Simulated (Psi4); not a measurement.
# CHBClN (SMILES N#CBCl): levels of theory compared

We compute a comparison of 3 runs (HF/STO-3G, B3LYP/6-31G*, PBE0/def2-SVP) of CHBClN. 

Program for the calculation: Psi4 1.11.

2 further runs of the same task are left out: 1 that didn't finish, 1 set aside as unsound or not needed.

### 1 The system as given

CHBClN: 5 atoms, total charge 0, spin state singlet. SMILES: `N#CBCl`. The coordinates come from a PBE0-D4/def2-TZVP relaxation.

Bond lengths: N1–C2 1.152 Å, C2–B3 1.528 Å, B3–Cl4 1.723 Å, B3–H5 1.187 Å. Angles: N1–C2–B3 178.6°, C2–B3–Cl4 119.2°, C2–B3–H5 120.7°, Cl4–B3–H5 120.1°.

### 2 Energy and forces at HF/STO-3G (run 1)

chbcln.in reads:

```
memory 1.6 GB

molecule {
  N      1.99025955    -2.66659253     2.30206437
  C      0.97018539    -1.19222821     1.06618348
  B     -0.33372563     0.81201532    -0.55425667
  Cl    -3.01316831     0.00982658    -2.22269587
  H      0.48074633     2.89789501    -0.66934099
  units bohr
  symmetry c1
}

set basis STO-3G
set puream true
set e_convergence 1e-09
set d_convergence 1e-08
set scf_type pk

e = gradient("hf")
```

Command:

```
$ psi4 -n 1 chbcln.in chbcln.out
```

chbcln.out:

```text
[...]
  Running in c1 symmetry.
[...]
  Nuclear repulsion =  106.510896853692174
[...]
  Multiplicity = 1
[...]
  Nalpha       = 18
  Nbeta        = 18
[...]
    Number of basis functions: 25
[...]
   @RHF iter   1:  -570.56480296600705   -1.99538e+00   1.79582e-02 DIIS/ADIIS
[...]
   @RHF iter  12:  -570.69506378148230    1.13687e-13   3.00209e-09 DIIS
[...]
    Orbital Energies [Eh]
    ---------------------
    Doubly Occupied:
       1A   -103.748638     2A    -15.398568     3A    -11.063989
       4A    -10.428955     5A     -7.872691     6A     -7.868154
       7A     -7.867078     8A     -7.553099     9A     -1.192674
      10A     -1.076774    11A     -0.768768    12A     -0.611149
      13A     -0.543697    14A     -0.499040    15A     -0.477488
      16A     -0.436846    17A     -0.435519    18A     -0.421550
[...]
  @RHF Final Energy:  -570.69506378148230
   => Energetics <=
    Nuclear Repulsion Energy =            106.5108968536921736
    One-Electron Energy =                -997.8825689987357919
    Two-Electron Energy =                 320.6766083635612290
    Total Energy =                       -570.6950637814823040
[...]
  -Total Gradient:
     Atom            X                  Y                   Z
    ------   -----------------  -----------------  -----------------
       1       -0.010525272774     0.016380484564    -0.013149169446
       2        0.007971893489    -0.016915163199     0.011480128615
       3       -0.026042793229    -0.019308295373    -0.012317812544
       4        0.022899275795     0.005158823243     0.014828567852
       5        0.005696896710     0.014684150763    -0.000841714473
[...]
```

Wall time 1.4 s (1 thread of INTEL XEON PLATINUM 8581C at 2.10GHz (Emerald Rapids), shared host); peak memory 0.18 GiB.

### 3 The energy at B3LYP/6-31G(d) (spherical functions) (run 2)

run.py reads:

```python
import psi4

psi4.set_memory('1600 MB')
psi4.set_num_threads(1)
psi4.set_output_file('output.dat', False)

molecule = psi4.geometry("""
0 1
N      1.053200    -1.411100     1.218200
C      0.513400    -0.630900     0.564200
B     -0.176600     0.429700    -0.293300
Cl    -1.594500     0.005200    -1.176200
H      0.254400     1.533500    -0.354200
symmetry c1
""")

options = {'basis': '6-31G*', 'reference': 'rks', 'puream': True, 'e_convergence': 1e-09, 'd_convergence': 1e-08, 'scf_type': 'pk', 'dft_radial_points': 99, 'dft_spherical_points': 590}
psi4.set_options(options)

E, wfn = psi4.energy("b3lyp", molecule=molecule, return_wfn=True)
psi4.oeprop(wfn, "MAYER_INDICES", "LOWDIN_CHARGES", "DIPOLE")
print(f'total energy {E:.8f} hartree = {E * 27.211386:.5f} eV')
for k, v in sorted(psi4.core.scalar_variables().items()):
    print(f'{k:45s} {v:18.10f}')
```

Command:

```
$ python run.py
```

output.dat:

```text
[...]
  Running in c1 symmetry.
[...]
  Nuclear repulsion =  106.510896882930652
[...]
  Multiplicity = 1
[...]
  Nalpha       = 18
  Nbeta        = 18
[...]
    Number of basis functions: 62
[...]
   @RKS iter   1:  -578.39686914780373   -4.35810e-01   7.54854e-03 DIIS/ADIIS
[...]
   @RKS iter  12:  -578.51950052941095   -1.70530e-12   3.31294e-09 DIIS
[...]
  @RKS Final Energy:  -578.51950052941095
   => Energetics <=
    Nuclear Repulsion Energy =            106.5108968829306519
    One-Electron Energy =               -1005.2130074925718191
    Two-Electron Energy =                 356.4699557119321298
    DFT Exchange-Correlation Energy =     -36.2873456317018537
    Empirical Dispersion Energy =           0.0000000000000000
    VV10 Nonlocal Energy =                  0.0000000000000000
    Total Energy =                       -578.5195005294109478
[...]
 Multipole Moments:
 ------------------------------------------------------------------------------------
     Multipole            Electronic (a.u.)      Nuclear  (a.u.)        Total (a.u.)
 ------------------------------------------------------------------------------------
 L = 1.  Multiply by 2.5417464519 to convert [e a0] to [Debye]
 Dipole X            :         -1.7344610            1.3957032           -0.3387578
 Dipole Y            :         -0.0659504            0.7599187            0.6939682
 Dipole Z            :         -1.2328120            0.7534152           -0.4793968
 Magnitude           :                                                    0.9089390
[...]
```

On the terminal:

```text
total energy -578.51950053 hartree = -15742.31744 eV
CURRENT ENERGY                                   -578.5195005294
CURRENT REFERENCE ENERGY                         -578.5195005294
DD SOLVATION ENERGY                                 0.0000000000
DFT FUNCTIONAL TOTAL ENERGY                      -578.5195005294
DFT TOTAL ENERGY                                 -578.5195005294
DFT VV10 ENERGY                                     0.0000000000
DFT XC ENERGY                                     -36.2873456317
GRID ELECTRONS ALPHA                               18.0000000835
GRID ELECTRONS BETA                                18.0000000835
GRID ELECTRONS TOTAL                               36.0000001670
NUCLEAR REPULSION ENERGY                          106.5108968829
ONE-ELECTRON ENERGY                             -1005.2130074926
PCM POLARIZATION ENERGY                             0.0000000000
PE ENERGY                                           0.0000000000
SCF ITERATION ENERGY                             -578.5195005294
SCF ITERATIONS                                     12.0000000000
SCF TOTAL ENERGY                                 -578.5195005294
TWO-ELECTRON ENERGY                               356.4699557119
XC GRID RADIAL POINTS                              99.0000000000
XC GRID SPHERICAL POINTS                          590.0000000000
XC GRID TOTAL POINTS                           273258.0000000000
```

Run time: 6.3 s. Hardware: 1 thread of INTEL XEON PLATINUM 8581C at 2.10GHz (Emerald Rapids), shared host; peak memory 0.66 GiB.

### 4 Energy and forces at PBE0/def2-SVP (run 3)

job.inp reads:

```
memory 1600 mb

molecule m {
  0 1
  N      1.053200    -1.411100     1.218200
  C      0.513400    -0.630900     0.564200
  B     -0.176600     0.429700    -0.293300
  Cl    -1.594500     0.005200    -1.176200
  H      0.254400     1.533500    -0.354200
  units angstrom
  symmetry c1
  no_reorient
  no_com
}

set {
  basis                def2-SVP
  puream               true
  e_convergence        1e-09
  d_convergence        1e-08
  scf_type             pk
  dft_radial_points    99
  dft_spherical_points 590
}

e = gradient("pbe0")
print_variables()
```

Command:

```
$ psi4 job.inp job.out -n 1
```

job.out:

```text
[...]
  Running in c1 symmetry.
[...]
  Nuclear repulsion =  106.510896882930652
[...]
  Multiplicity = 1
[...]
  Nalpha       = 18
  Nbeta        = 18
[...]
    Number of basis functions: 65
[...]
   @RKS iter   1:  -577.88274951412666   -4.66949e-01   6.41515e-03 DIIS/ADIIS
[...]
   @RKS iter  12:  -577.99150291131366   -3.41061e-13   2.46268e-09 DIIS
[...]
    Orbital Energies [Eh]
    ---------------------
    Doubly Occupied:
       1A   -101.720643     2A    -14.422132     3A    -10.276965
       4A     -9.573151     5A     -7.311499     6A     -7.307616
       7A     -7.304334     8A     -6.894067     9A     -0.946378
      10A     -0.899981    11A     -0.629199    12A     -0.496058
      13A     -0.461166    14A     -0.411358    15A     -0.399825
      16A     -0.377394    17A     -0.372426    18A     -0.351090
[...]
  @RKS Final Energy:  -577.99150291131366
   => Energetics <=
    Nuclear Repulsion Energy =            106.5108968829306519
    One-Electron Energy =               -1004.7316842774461065
    Two-Electron Energy =                 353.9831447754564238
    DFT Exchange-Correlation Energy =     -33.7538602922546218
    Empirical Dispersion Energy =           0.0000000000000000
    VV10 Nonlocal Energy =                  0.0000000000000000
    Total Energy =                       -577.9915029113136598
[...]
  -Total Gradient:
     Atom            X                  Y                   Z
    ------   -----------------  -----------------  -----------------
       1       -0.009683113020     0.014148666366    -0.011785353545
       2        0.007092120554    -0.010776063127     0.008769773015
       3        0.001882242972     0.002338296155     0.000580152015
       4        0.003126984408     0.000643928069     0.002043081513
       5       -0.002416680967    -0.006361800001     0.000395826279
[...]
```

It took 8.7 s on 1 thread of INTEL XEON PLATINUM 8581C at 2.10GHz (Emerald Rapids), shared host; peak memory 0.68 GiB.

### 5 The series

```csv
run,level,task,integration grid,energy (Eh),dipole moment (D),HOMO energy (eV),LUMO energy (eV),wall time
1,HF/STO-3G,gradient,–,-570.695064,1.86,-11.47,3.66,1.4 s
2,B3LYP/6-31G* (spherical functions),energy,99 radial × 590 angular,-578.519501,2.31,-9.26,-3.15,6.3 s
3,PBE0/def2-SVP,gradient,99 radial × 590 angular,-577.991503,2.44,-9.55,-3.04,8.7 s
```

### 6 Summary of results

| quantity | value |
| --- | --- |
| run 3: total energy | -577.99150 Eh |
| run 3: dipole moment | 2.44 D |
| run 3: HOMO energy | -9.55 eV |
| run 3: LUMO energy | -3.04 eV |
| run 3: HOMO–LUMO gap | 6.51 eV |
| run 3: largest force on an atom | 1.070 eV/Å |

**Reading.** The dipole moment (its size) runs from 1.86 D (HF/STO-3G) to 2.44 D (PBE0/def2-SVP). The two ends differ in method and basis. The HOMO–LUMO gap runs from 6.11 eV (B3LYP/6-31G*) to 15.13 eV (HF/STO-3G). Totals of different functionals can't be ranked against each other. In run 1 the basis is minimal, so the values are rough. All runs together took 16 s, the longest 8.7 s.
